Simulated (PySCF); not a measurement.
# TiBr: bond curves at several levels of theory

An exercise on one series of results from a longer session: the logs are not shown, and one member is left open.

Method: Ti def2-TZVPPD, Br def2-TZVPPD, no relativity; program: PySCF 2.14.0.

Set-up of the first run:

A driver script around PySCF takes these settings:

| Quantity | Value |
| --- | --- |
| atoms | Ti, Br |
| charge | 0 |
| basis | Ti def2-TZVPPD, Br def2-TZVPPD |
| Hamiltonian | no relativity |
| basis functions | 124 |
| electrons treated | 57 |
| masses in u | 47.9479, 78.9183 |
| levels | PBE0, PBE, r²SCAN, BLYP, TPSS, M06, PBEsol, BHandHLYP, LC-ωPBE, HF, MP2, SCS-MP2 |
| grid | 80 radial by 434 angular points |
| occupations | held fixed by the projection of orbital angular momentum |
| dissociation limit | Ti + Br, each in its ground configuration |
| starting distance in angstrom | 2.380 |
| values of 2S to try | 1, 3, 5 |

On the command line:

```bash
$ OMP_NUM_THREADS=2 python dia.py task.json out
```

Among the steps run: Input; PBE0 along the bond; Other states along the same grid; PBE (GGA); r²SCAN (meta-GGA); BLYP (GGA); TPSS; M06 (hybrid meta-GGA); PBEsol (GGA); BHandHLYP; LC-ωPBE (range-separated hybrid); UHF (mean field).

One table of the session follows, with a row left open; its other results are not shown here.

Energy (eV) from each level's lowest point:

| R (Å) | UHF | UHF-MP2 | UHF-SCS-MP2 | PBE | PBEsol |
| --- | --- | --- | --- | --- | --- |
| 2.083 | 1.646 | 1.002 | 1.142 | 0.809 | 0.694 |
| 2.180 | 0.887 | 0.464 | 0.553 | 0.338 | 0.265 |
| 2.277 | 0.410 | 0.159 | 0.208 | 0.091 | 0.055 |
| 2.349 | n/a | n/a | n/a | 0.012 | 0.000 |
| 2.422 | 0.060 | 0.000 | 0.004 | 0.000 | 0.009 |
| 2.495 | 0.000 | 0.013 | 0.000 | 0.038 | 0.066 |
| 2.591 | ? | ? | ? | ? | ? |
| 2.713 | 0.095 | 0.267 | 0.215 | 0.334 | 0.410 |
| 2.858 | 0.290 | 0.534 | 0.464 | 0.608 | 0.707 |
| 3.052 | 0.622 | 0.933 | 0.847 | 0.998 | 1.121 |

**Question.** Estimate the row for R (Å) = 2.591.

Worked estimate for «UHF». A straight line through the neighbours (2.495, 0.000) and (2.713, 0.095) gives 0.000 + (0.095 − 0.000) × (2.591 − 2.495) / (2.713 − 2.495) = 0.042; a parabola fitted to 4 rows on both sides gives 0.011.

The run gave: UHF: 0.001; UHF-MP2: 0.095; UHF-SCS-MP2: 0.062; PBE: 0.144; PBEsol: 0.195. In «UHF» the line misses by +0.041 and the parabola by +0.010.

Limits of these values: Lowest PBE0 solution found, without spin–orbit coupling: quartet, unpaired electrons σ ↑, π ↑, δ ↑. The state is the lowest single determinant that the PBE0 search found; with open d or f shells the true ground state can be another one.
